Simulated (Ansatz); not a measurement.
# AlH₈NOSi₂: a ladder of functionals and wavefunction methods

Aim: compute AlH₈NOSi₂ with functionals from several rungs and with coupled cluster, and see how far each lands from CCSD(T) at the basis-set limit for the atomisation energy.

Program: Ansatz 0.2.0, Gaussian basis. Level of theory: functionals in def2-TZVPP, the program's frozen cores in correlated methods. These are calculated values, not measurements.

The runs, in order: PBE-D4, r2SCAN-D4, PBE0-D4, B3LYP-D4, ωB97X-V, ωB97M-V, B2PLYP; CCSD(T)/def2-TZVPP; MP2/def2-QZVPP; extrapolation to the limit.

## (1) Structure used throughout

The geometry comes from an earlier relaxation with PBE0-D4 in a triple-zeta def2 set; it is a stationary point, not always the lowest conformer.

SMILES `O[SiH2]N[SiH2][AlH2]`, 13 atoms, charge 0, spin multiplicity 1.

Atoms are counted from 1 here; the program's logs count them from 0.

Bond lengths: O1–Si2 1.645 Å, O1–H6 0.958 Å, Si2–N3 1.719 Å, Si2–H7 1.489 Å, Si2–H8 1.479 Å, N3–Si4 1.742 Å, N3–H9 1.009 Å, Si4–Al5 2.461 Å, Si4–H10 1.492 Å, Si4–H11 1.499 Å, Al5–H12 1.589 Å, Al5–H13 1.593 Å. Angles: Si2–O1–H6 117.6°, O1–Si2–N3 114.0°, O1–Si2–H7 111.4°, O1–Si2–H8 103.0°, N3–Si2–H7 105.6°, N3–Si2–H8 111.0°, H7–Si2–H8 111.9°, Si2–N3–Si4 127.4°, Si2–N3–H9 115.7°, Si4–N3–H9 116.8°, N3–Si4–Al5 111.6°, N3–Si4–H10 106.2°, N3–Si4–H11 112.1°, Al5–Si4–H10 111.7°, Al5–Si4–H11 109.8°, H10–Si4–H11 105.2°, Si4–Al5–H12 121.6°, Si4–Al5–H13 119.7° and more.

## (2) PBE-D4 (GGA)

in.yaml

```yaml
crystal:
  periodic: [false, false, false]
  atoms:
    - {symbol: O, position_ang: [-2.498467, 0.205984, 1.696896]}
    - {symbol: Si, position_ang: [-1.601969, 1.113038, 0.657354]}
    - {symbol: N, position_ang: [-0.011354, 0.514370, 0.397778]}
    - {symbol: Si, position_ang: [0.445075, -0.986487, -0.360431]}
    - {symbol: Al, position_ang: [2.550095, -0.765248, -1.616767]}
    - {symbol: H, position_ang: [-2.144571, 0.058665, 2.575127]}
    - {symbol: H, position_ang: [-1.429177, 2.503796, 1.158945]}
    - {symbol: H, position_ang: [-2.395103, 1.070181, -0.590796]}
    - {symbol: H, position_ang: [0.737196, 1.091672, 0.750424]}
    - {symbol: H, position_ang: [-0.692001, -1.365390, -1.249359]}
    - {symbol: H, position_ang: [0.559005, -2.106575, 0.628984]}
    - {symbol: H, position_ang: [3.018803, -1.871907, -2.656822]}
    - {symbol: H, position_ang: [3.482868, 0.503300, -1.376431]}
basis:
  gaussian: {orbitals: def2-TZVPP}
hamiltonian: {xc: pbe, dispersion: d4}
output: {forces: true, orbitals: {seedname: orbitals}}
```

Command:

```console
ansatz run in.yaml --threads 4 --pin off --events-out ev --progress --plain --max-ram 10444MiB
```

The runs that follow: r2SCAN-D4 (meta-GGA); PBE0-D4 (hybrid); B3LYP-D4 (hybrid); ωB97X-V (range-separated); ωB97M-V (range-separated); B2PLYP (double hybrid); CCSD(T) in def2-TZVPP; MP2 in def2-QZVPP.

**Question.** What will the summary of the whole plan be? Wanted: atomisation energy, CCSD(T)/CBS; farthest; mean size of error, hybrid; mean size of error, range-separated; gap, smallest and largest; T1 diagnostic; triples share of the correlation energy.

**Answer**, as computed:

| quantity | value |
| --- | --- |
| atomisation energy, CCSD(T)/CBS | 42.821 eV |
| functionals within 0.214 eV (0.5 %) | ωB97X-V, ωB97M-V |
| farthest | PBE0-D4 (-0.827 eV) |
| mean size of error, hybrid | 0.526 eV |
| mean size of error, range-separated | 0.129 eV |
| gap, smallest and largest | 3.09 eV (PBE-D4), 9.17 eV (ωB97X-V) |
| T1 diagnostic | 0.0119 |
| triples share of the correlation energy | 3.4 % |

PBE-D4 is off by -0.383 eV. Double hybrids carry the basis error of their MP2 part in triple zeta, and no dispersion term here, so their miss is partly the set-up's. The reference freezes the cores and leaves out relativity and excitations past (T), so misses under about 0.214 eV can't be ranked. Hartree-Fock recovers 72 % of the binding; the rest is correlation. Orbital gaps span 3.1 to 9.2 eV; exact exchange widens them.
